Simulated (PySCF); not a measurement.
# C4H8Si: the cost of one run

Computed with PySCF 2.14.0, with density-fitted response routines of our own, on a single molecule in the gas phase. Atoms are numbered from 0 throughout.

### Step 1. The molecule as given

13 atoms, charge 0, multiplicity 1; geometry from: PBE0-D3(BJ)/def2-SVP.

Bonds of the start (Å): C0–C1 1.45, C1–C2 1.21, C2–C3 1.45, C3–Si4 1.90, C0–H5 1.10, C0–H6 1.10, C0–H7 1.10, C3–H8 1.10, C3–H9 1.10, Si4–H10 1.50, Si4–H11 1.49, Si4–H12 1.49.

### Step 2. Excited states and response: LDA/def2-SVPD

Job settings and geometry (Å):

```
{"job": {"kind": "uv", "xc": "LDA", "basis": "def2-SVPD", "ip": true}, "charge": 0, "multiplicity": 1}
C      2.759765     0.695946    -0.230686
C      1.482275     0.100590     0.128069
C      0.422461    -0.404234     0.434913
C     -0.874599    -0.959120     0.777365
Si    -2.277577     0.227182     0.297237
H      3.209758     1.216735     0.629250
H      2.645886     1.431152    -1.043045
H      3.476604    -0.068374    -0.569531
H     -1.040371    -1.921677     0.262797
H     -0.944386    -1.165547     1.859548
H     -3.594998    -0.369100     0.682209
H     -2.104258     1.528269     1.007950
H     -2.260727     0.461739    -1.176683
```

Level: TDDFT LDA/def2-SVPD, vertical, gas phase, core orbitals frozen in the response.

Run with:

```sh
> OMP_NUM_THREADS=1 python probes_run.py task.json out
```

One launch serves the whole session: the jobs run in the order shown.

**Question.** How long does this first job take on 1 thread of Arm Neoverse V2, shared host, and how much memory does it need?

About 37 s, with a peak of 0.45 GiB.
